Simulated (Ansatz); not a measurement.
Al₂Cl₂H₂, SMILES [AlH2][Al]([Cl])[Cl], vertical spin-state energies

With the Ansatz DFT code, driven from Python.

Contents of `al2cl2h2.xyz`:
```text
6

Al   -0.72240    0.98100   -0.39710
Al    0.63560   -0.88400    0.33940
Cl    1.61850   -0.80070    2.29030
Cl    0.95410   -2.64340   -0.96180
H    -1.49950    0.96100   -1.84540
H    -0.94430    2.32210    0.52850
```

Notebook, run cell by cell (the value of a cell's last expression is shown):

```python
from dataclasses import dataclass

import ansatz as az
```

```python
@dataclass(frozen=True)
class RunConfig:
    basis_set: str = "pcseg-2"
    functional: str = "HF"
```

```python
settings = RunConfig()
```

```python
system = az.Crystal.molecule_from_extxyz("al2cl2h2.xyz")
```

```python
model = (
    system.calculation()
    .basis(gaussian=settings.basis_set)
    .functional(settings.functional)
)
found = {}
for unpaired in [0, 2, 4]:
    rep = model.spin("collinear", total=unpaired).run().report
    s = unpaired / 2
    found[unpaired] = rep["free_energy_ev"]
    print(f"2S+1 = {unpaired + 1}: E = {found[unpaired]:.5f} eV, <S^2> = {abs(rep['mean_field']['state']['spin_squared']):.3f} (pure state {s * (s + 1):.2f})")
lowest = min(found, key=found.get)
for unpaired, e in found.items():
    print(f"multiplicity {unpaired + 1}: {(e - found[lowest]):.3f} eV above the lowest")
```

    2S+1 = 1: E = -38209.02965 eV, <S^2> = 0.000 (pure state 0.00)
    2S+1 = 3: E = -38206.40652 eV, <S^2> = 2.004 (pure state 2.00)
    2S+1 = 5: E = -38200.73765 eV, <S^2> = 6.021 (pure state 6.00)
    multiplicity 1: 0.000 eV above the lowest
    multiplicity 3: 2.623 eV above the lowest
    multiplicity 5: 8.292 eV above the lowest

In order: multiplicity 1 (+0.00 eV), multiplicity 3 (+2.62 eV) and multiplicity 5 (+8.29 eV), all at the one geometry.

Total energies depend on the basis set; only differences at equal settings carry meaning. The geometry is a force-field or estimated start, not a minimum of this method, and the basis set is short of its limit. All parts are taken at fixed geometry, without zero-point energy. Hartree-Fock leaves correlation out, so it favours high-spin states too much. Run time: 91 s on 1 thread of Arm Neoverse V2, on a shared host, peak memory 0.79 GiB.
